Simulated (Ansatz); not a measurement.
# Al4Co3 in Ansatz: reference runs

How does Al4Co3 come out in PBE? The cell is run as given.

Program: Ansatz 0.2.0. These are calculated values, not measurements. Logs are shortened: lines on timing, memory, paths and dates and some standing lists are left out, and cuts for length are marked.

## 1. The cell of the first run

The cell holds a slab with vacuum, 7 atoms: a = 2.819 Å, b = 2.819 Å, c = 23.458 Å, α = 90.00°, β = 90.00°, γ = 90.00°.

## 2. Single point, PBE, collinear spin, ferromagnetic start (the (1 0 0) slab of AlCo, cut from the database cell, not relaxed)

input.yaml reads:

```yaml
crystal:
  lattice:
    - [2.81940321, 0.0, 0.0]
    - [0.0, 2.81940321, 0.0]
    - [0.0, 0.0, 23.45820963]
  atoms:
    - { symbol: Al, position: [0.0, 0.0, 0.3197174941] }
    - { symbol: Co, position: [0.5, 0.5, 0.3798116628], spin: 2.0 }
    - { symbol: Al, position: [0.0, 0.0, 0.4399058314] }
    - { symbol: Co, position: [0.5, 0.5, 0.5], spin: 2.0 }
    - { symbol: Al, position: [0.0, 0.0, 0.5600941686] }
    - { symbol: Co, position: [0.5, 0.5, 0.6201883372], spin: 2.0 }
    - { symbol: Al, position: [0.0, 0.0, 0.6802825059] }
hamiltonian:
  xc: pbe
  pseudopotentials: { kind: paw }
magnetization:
  spin_polarized: true
kpoints:
  mp_grid: { grid: [9, 9, 1] }
scf:
  occupations: { method: fermi_dirac, width: 0.05 }
output:
  forces: true
  eigenvalues: true
  write_density: true
  write_potential: true
  elf: true
  volumetric_format: npy
efield:
  axis: 3
  dipole_correction: true
  ramp_width: 0.04
```

Potentials or basis: Ansatz PAW.

The run is started by

```console
$ ansatz run input.yaml --threads 4 --pin off --max-ram 11264MiB --backend cpu --events-out ev --progress --plain --runs-dir out
```

The program printed:

```text
Warning: RAYON_NUM_THREADS=4 ignored (pool sized by the plan → 4); use --threads N
Engine: ansatz 0.2.0, aarch64-unknown-linux-gnu
Pseudopotentials: kind: paw
Pseudopotential: Al, paw, valence charge 3, recommended cutoff 420 eV (normal), Al.paw.azcp
Pseudopotential: Co, paw, valence charge 17, recommended cutoff 420 eV (normal), Co.paw.azcp
Functional definition: PBE
  parameter kappa = 0.804
  parameter beta = 0.06672455060314922
  exchange = pbe_x(kappa = kappa, mu = beta*pi^2/3)
  correlation = pbe_c(beta = beta)
Crystal: 7 atoms, lattice volume = 186.470 Å³
Basis set: ecut = 420 eV, 3699 PW (Γ), exchange–correlation on 40×40×320 points (8 copies of the dense FFT grid, shifted against one another)
Bands: 42, of which v1, the nominal top of the filled ones, is band 32 counted from 1 (31 counted from 0)
Symmetry: 8 space group operations
k-points: 15 of 81
Non-local potential: Al, projectors of the file, l = 0: 2, l = 1: 2, l = 2: 1
Non-local potential: Co, projectors of the file, l = 0: 3, l = 1: 2, l = 2: 3, l = 3: 1
PAW form: soft (Blöchl's): semilocal exchange-correlation on the pseudo side does not see the compensation charge
PAW one-centre angular grid: Al, 110 points (default); XC on 64 Gauss nodes
PAW one-centre angular grid: Co, 590 points (default); XC on 64 Gauss nodes
Initial density: superposition of atomic densities (neutral atoms: chi_scale 0, normalization atom)
Starting moments: Σ|m| = 6 μB on 3 of 7 sites
Initial wavefunctions: pseudopotential atomic-orbital guess
Functional: x = pbe(κ = 0.804, μ = 0.2195149727645171), c = pbe(β = 0.06672455060314922)
SCF iter   1: F=—  HF=-17528.946631 eV  |F-HF|=—  |Δ(HF+E_count)|=         —  Δρ=9.11e-2 (↑9.11e-2 ↓7.16e-2)  dr2=2.69e1  dr2_m=1.06e1  M=1.322 μB ∫|m|=2.034 μB  β_m=0.38  ethr=3.10e-3  p=0.000 e·Å  D=5.31e-14 V/Å  ΔV_dip=-0.00 eV  dr2_dipole=3.92e-7  V_vac-E_F(+/−)=7.72/7.72 eV  ⟨swp⟩=14.0  Hψ=7681  notcnv=0  defer=4
Mixer restart at iter 1: flushing history
efield: sawtooth ramp at fractional position 0.9800 (placed from the atoms, in the widest stretch of the axis that holds none; the zero of the levels goes with the place), width 0.0400; the density the first Hamiltonian is built on has a dipole p = 0.000 e·Å; the dipole correction subtracts the counter field D = 5.31e-14 V/Å, which shifts the + side's vacuum level by -0.00 eV against the − side's; the planar-averaged density in the ramp window peaks in size at 6.0e-6 e/Å³
preconditioner: auto → LDOS  [metal: Δε(μ)=0.029 eV  Ē_g=6.877 eV  σ=0.050 eV  W_gap=0.14  n_scr=28 (ndim 8)  ℏωp=17.0 eV  f_vac=0.476  D(μ)=3.13/eV (n_scr^D=12)]
spin=Collinear: LDOS preconditioning applied to the charge; magnetization (m = ρ↑ − ρ↓) channel mixes plain (no charge-response kernel on spin).
SCF iter   2: F=—  HF=-17527.098514 eV  |F-HF|=—  |Δ(HF+E_count)|=    1.85e0  Δρ=5.47e-2 (↑4.81e-2 ↓5.47e-2)  dr2=4.27e0  dr2_m=4.34e0  M=1.355 μB ∫|m|=2.001 μB  β_m=0.51  ethr=3.10e-3  p=-0.000 e·Å  D=-8.98e-5 V/Å  ΔV_dip=0.00 eV  dr2_dipole=3.73e-6  V_vac-E_F(+/−)=5.02/5.02 eV  ⟨swp⟩=3.9  Hψ=2328  notcnv=0  defer=87
density mixer auto → msr1: a metal under ldos (density of states about μ 1.71 of a free-electron gas's, 28 screened modes)
SCF iter   3: F=—  HF=-17530.967754 eV  |F-HF|=—  |Δ(HF+E_count)|=    3.87e0  Δρ=4.60e-2 (↑4.60e-2 ↓9.48e-3)  dr2=4.59e0  dr2_m=1.24e0  M=0.735 μB ∫|m|=1.248 μB  β_m=0.56  ethr=3.10e-3  p=-0.000 e·Å  D=-1.41e-4 V/Å  ΔV_dip=0.00 eV  dr2_dipole=2.55e-5  V_vac-E_F(+/−)=2.85/2.84 eV  ⟨swp⟩=5.3  Hψ=2759  notcnv=0  defer=84
SCF iter   4: F=—  HF=-17530.766460 eV  |F-HF|=—  |Δ(HF+E_count)|=   2.01e-1  Δρ=2.12e-2 (↑2.12e-2 ↓8.37e-3)  dr2=3.55e0  dr2_m=3.46e-1  M=0.784 μB ∫|m|=1.187 μB  β_m=0.78  ethr=3.10e-3  p=-0.000 e·Å  D=-1.17e-4 V/Å  ΔV_dip=0.00 eV  dr2_dipole=8.79e-6  V_vac-E_F(+/−)=2.83/2.83 eV  ⟨swp⟩=3.2  Hψ=1783  notcnv=0  defer=70
SCF iter   5: F=—  HF=-17530.752022 eV  |F-HF|=—  |Δ(HF+E_count)|=   1.44e-2  Δρ=1.34e-2 (↑1.05e-2 ↓1.34e-2)  dr2=1.33e0  dr2_m=1.70e-1  M=1.204 μB ∫|m|=1.389 μB  β_m=0.62  ethr=3.10e-3  p=0.000 e·Å  D=1.07e-5 V/Å  ΔV_dip=-0.00 eV  dr2_dipole=1.85e-7  V_vac-E_F(+/−)=4.35/4.35 eV  ⟨swp⟩=4.4  Hψ=2243  notcnv=0  defer=75
SCF iter   6: F=—  HF=-17530.632234 eV  |F-HF|=—  |Δ(HF+E_count)|=   1.20e-1  Δρ=6.85e-3 (↑6.07e-3 ↓6.85e-3)  dr2=2.53e-1  dr2_m=6.49e-2  M=1.162 μB ∫|m|=1.388 μB  β_m=0.81  ethr=2.10e-3  p=0.000 e·Å  D=1.28e-5 V/Å  ΔV_dip=-0.00 eV  dr2_dipole=1.17e-7  V_vac-E_F(+/−)=4.17/4.17 eV  ⟨swp⟩=2.8  Hψ=1924  notcnv=0  defer=70
SCF iter   7: F=—  HF=-17530.613515 eV  |F-HF|=—  |Δ(HF+E_count)|=   1.87e-2  Δρ=5.46e-3 (↑5.46e-3 ↓1.91e-3)  dr2=9.45e-2  dr2_m=2.01e-2  M=1.147 μB ∫|m|=1.401 μB  β_m=0.90  ethr=4.02e-4  p=0.000 e·Å  D=3.01e-5 V/Å  ΔV_dip=-0.00 eV  dr2_dipole=7.72e-8  V_vac-E_F(+/−)=4.04/4.05 eV  ⟨swp⟩=3.1  Hψ=2066  notcnv=0  defer=70
SCF iter   8: F=—  HF=-17530.607163 eV  |F-HF|=—  |Δ(HF+E_count)|=   6.35e-3  Δρ=2.88e-3 (↑2.88e-3 ↓1.35e-3)  dr2=3.77e-2  dr2_m=7.00e-3  M=1.162 μB ∫|m|=1.419 μB  β_m=0.78  ethr=1.50e-4  p=0.000 e·Å  D=2.05e-5 V/Å  ΔV_dip=-0.00 eV  dr2_dipole=1.16e-7  V_vac-E_F(+/−)=4.03/4.03 eV  ⟨swp⟩=2.9  Hψ=1667  notcnv=0  defer=70
[... 27 lines left out ...]
SCF converged after 17 iterations
Magnetization: 1.1722 μB (32.0861 up, 30.9139 down)
Absolute magnetization: 1.4531 μB (∫|ρ↑−ρ↓|, with the PAW one-centre terms)
Spin contamination: 0.0377 ħ² per cell (⟨S²⟩ above its minimum at these occupations)
Per-site moments (μB) at R_I (Å): [(0.023148467898382454, 1.0071908568444323), (0.47103845940677114, 1.007190856285759), (-0.013135689993127392, 1.0071908562857588), (0.09696815613603274, 1.0071908562857588), (-0.013135137514402791, 1.0071908562857588), (0.4710363185467995, 1.0071908562857588), (0.023148661117800257, 1.007190856844432)]
Free energy (F): -17530.604832 eV
Harris-Foulkes:  -17530.604832 eV  (|F-HF|=1.60e-8)
Internal energy: -17530.572079 eV  (E = F + TS)
E sigma→0 (E₀):  -17530.588456 eV
Entropy (-TS):   -0.032753 eV (-4.679 meV/atom)
Fermi energy:    4.092385 eV
Dipole field:    D = -0.000035 V/Å  (p = -0.000036 e·Å, saw-weighted, corrected)
Work function:   Φ+ = 3.8879 eV   Φ− = 3.8871 eV
Levels:          The Fermi level and band energies are counted from a zero that moves with the ramp; work functions are not
--- Per-component energies (eV) ---
  E_band       = -1474.180398
  E_kinetic    = 1473.562096
  E_local      = -80842.381054  (includes V_loc(G=0)·N_el)
  E_nonlocal   = 1411.304529
  E_hartree    = 39359.722209
  E_xc         = -641.030060
  E_vxc        = -738.121309  (∫ρ·V_xc dr)
  E_paw        = -6424.441426  (= ΣΔE_a)
  E_vpaw       = -1497.978840  (= ΣTr[D̂ρ^β])
  E_aug_tail   = 0.000254  (compensation charges beyond the density's cutoff)
  E_efield     = 0.000000  (sawtooth field / dipole correction)
  E_vefield    = 0.000000  (∫n·V_field dr)
  E_ewald      = 28132.691374
  E_smearing   = -0.032753  (= −TS)
  E_closure    = 0.000000  (closes the sum)
  Σ components = -17530.604832   (vs F -17530.604832, Δ=0.00e0)
--- Forces (eV/Å), atoms counted from 1 ---
  atom   1  Al    -0.00000000     0.00000000     0.13133116
  atom   2  Co     0.00000000     0.00000000    -0.72225111
  atom   3  Al    -0.00000000     0.00000000     0.10821565
  atom   4  Co    -0.00000000     0.00000000    -0.00001592
  atom   5  Al     0.00000000     0.00000000    -0.10819783
  atom   6  Co    -0.00000000     0.00000000     0.72224933
  atom   7  Al     0.00000000     0.00000000    -0.13134053
  max |Σ_I F_I| component: 9.25e-6 eV/Å
--- Band table (eV; the first three rows and the last of 30) ---
  k-point 0 ↑: bands = ["-90.9159", "-90.9158", "-90.5964", "-54.2312", "-54.2312", "-54.2312", "-54.2312", "-54.1802", "-54.1789", "-53.9414", "-53.8762", "-53.8762", "-6.8536", "-6.0419", "-4.6961", "-3.0476", "-1.2725", "0.1100", "0.8260", "0.8967", "0.9835", "1.4698", "2.4254", "2.4254", "2.6348", "2.6348", "3.0964", "3.0964", "3.1501", "3.1572", "3.3845", "3.3936", "3.3984", "5.1212", "6.9285", "7.5142", "8.3495", "8.9445", "10.5747", "10.5747", "10.6559", "11.4440"]
  k-point 1 ↑: bands = ["-90.9154", "-90.9154", "-90.5960", "-54.2368", "-54.2368", "-54.2308", "-54.2307", "-54.1796", "-54.1784", "-53.9409", "-53.8818", "-53.8757", "-6.6154", "-5.8083", "-4.4734", "-2.8786", "-1.0691", "0.2454", "0.8803", "0.9220", "1.0053", "1.4966", "2.2782", "2.4479", "2.4649", "2.6539", "2.9429", "3.0317", "3.0338", "3.1212", "3.2796", "3.4965", "3.5624", "5.2955", "7.1234", "7.7378", "8.5289", "8.6154", "9.1793", "9.3764", "10.3531", "10.8913"]
  k-point 2 ↑: bands = ["-90.9144", "-90.9143", "-90.5949", "-54.2509", "-54.2508", "-54.2296", "-54.2296", "-54.1783", "-54.1771", "-53.9396", "-53.8960", "-53.8746", "-5.9122", "-5.1196", "-3.8211", "-2.3990", "-0.4920", "0.6115", "0.7527", "0.9570", "1.1005", "1.4730", "1.9813", "2.1925", "2.5051", "2.5994", "2.7005", "2.7552", "2.7675", "3.0128", "3.1589", "3.6686", "3.9490", "5.6298", "6.2066", "6.4691", "7.9585", "7.9761", "8.5491", "9.3193", "9.4869", "9.8400"]
  k-point 14 ↓: bands = ["-90.4679", "-90.3440", "-90.3439", "-53.8306", "-53.8305", "-53.7561", "-53.7141", "-53.7140", "-53.7140", "-53.7140", "-53.6346", "-53.6323", "-1.2516", "-0.8405", "-0.2091", "0.1778", "0.3148", "0.5289", "0.7465", "1.1208", "1.2844", "1.5664", "1.8623", "2.1685", "2.5557", "3.4351", "3.4520", "3.6611", "3.8681", "4.3486", "4.4382", "4.5547", "5.4843", "5.8365", "6.7828", "6.9103", "7.1080", "7.2332", "7.3252", "8.0252", "8.1574", "8.2428"]
```

It took 19 s on 4 threads of Arm Neoverse V2, shared host; peak memory 0.56 GiB.

Results:

| Property | Result |
| --- | --- |
| Free energy | -17530.6048 eV |
| Largest force | 0.722 eV/Å |
| Band gap on the k mesh | none (metal or under the smearing width) |
| Net moment | 1.17 μB per cell |
| Absolute moment | 1.45 μB per cell |
| Site moments | Al +0.02, -0.01; Co +0.47, +0.10 μB |
| Work function of the upper face | 3.89 eV |
| Work function of the lower face | 3.89 eV |
| Dipole across the slab | 0.000 e·Å |

Forces in eV/Å, atoms in the order of the input:
```
Al   0.000  0.000  0.131
Co   0.000  0.000 -0.722
Al   0.000  0.000  0.108
Co   0.000  0.000  0.000
Al   0.000  0.000 -0.108
Co   0.000  0.000  0.722
Al   0.000  0.000 -0.131
```

Levels at points of the mesh, in eV from the Fermi level:
Spin up:
```csv
k point,band 29,band 30,band 31,band 32,band 33,band 34,band 35,band 36
"(0.00, 0.00, 0.00)",-0.94,-0.94,-0.71,-0.70,-0.69,1.03,2.84,3.42
```
Spin down:
```tsv
k point	band 27	band 28	band 29	band 30	band 31	band 32	band 33	band 34	band 35	band 36
(0.00, 0.00, 0.00)	-0.85	-0.85	-0.69	-0.66	-0.60	-0.17	-0.15	1.28	3.07	3.56
```
